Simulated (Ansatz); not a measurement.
# Br3F3InP (In(PF3)Br3): the cost of one run

Computed with Ansatz 0.2.0, Gaussian basis. Level: RKS B3LYP-D4/def2-SVP.

Plan: relaxation at B3LYP-D4/def2-SVP; a single point at PBE0-D4/def2-TZVP.

6 further runs of the same task are left out: 3 that didn't finish, 3 set aside as unsound or not needed.

## Step 1: The system as given

8 atoms, charge 0, spin multiplicity 1.

Atoms are counted from 1 here; the program's logs count them from 0.

Bond lengths: In1–P2 2.821 Å, In1–Br6 2.493 Å, In1–Br7 2.487 Å, In1–Br8 2.492 Å, P2–F3 1.581 Å, P2–F4 1.580 Å, P2–F5 1.575 Å. Angles: P2–In1–Br6 77.8°, P2–In1–Br7 110.2°, P2–In1–Br8 79.1°, Br6–In1–Br7 119.3°, Br6–In1–Br8 121.1°, Br7–In1–Br8 119.5°, In1–P2–F3 131.3°, In1–P2–F4 128.8°, In1–P2–F5 99.1°, F3–P2–F4 95.7°, F3–P2–F5 94.9°, F4–P2–F5 95.2°.

Coordinates:

```xyz
8

In    0.0025    0.0523   -1.7159
P    -0.0976    0.1130    1.1029
F    -1.2814   -0.1729    2.1108
F     0.7510    0.9918    2.1044
F     0.6676   -1.2288    1.4086
Br    2.4148    0.2037   -1.1042
Br   -1.1398    2.0497   -2.6597
Br   -1.3171   -2.0090   -1.2469
```

In takes a core potential in the def2 sets. No spin-orbit coupling is included.

The start is a GFN2-xTB geometry.

## Step 2: Relaxation at B3LYP-D4/def2-SVP

File in.yaml:

```yaml
crystal:
  periodic: [false, false, false]
  atoms:
    - {symbol: In, position_ang: [0.002490, 0.052330, -1.715870]}
    - {symbol: P, position_ang: [-0.097570, 0.113040, 1.102930]}
    - {symbol: F, position_ang: [-1.281410, -0.172850, 2.110760]}
    - {symbol: F, position_ang: [0.750980, 0.991810, 2.104380]}
    - {symbol: F, position_ang: [0.667590, -1.228760, 1.408570]}
    - {symbol: Br, position_ang: [2.414810, 0.203720, -1.104200]}
    - {symbol: Br, position_ang: [-1.139840, 2.049690, -2.659680]}
    - {symbol: Br, position_ang: [-1.317060, -2.008990, -1.246900]}
basis:
  gaussian: {orbitals: def2-SVP}
hamiltonian: {xc: {name: B3LYP}, dispersion: d4}
scf: {lower_state_search: "off"}
output: {orbitals: {seedname: orbitals}}
relax: {f_tol: 0.02, max_steps: 100}
```

Started as:

```bash
> ansatz run in.yaml --threads 4 --pin off --events-out ev --progress --plain --max-ram 4787MiB
```

What time and memory should one allow on 4 threads of Intel Xeon at 2.50GHz, shared host?

About 1.8 min, with a peak of 0.74 GiB.
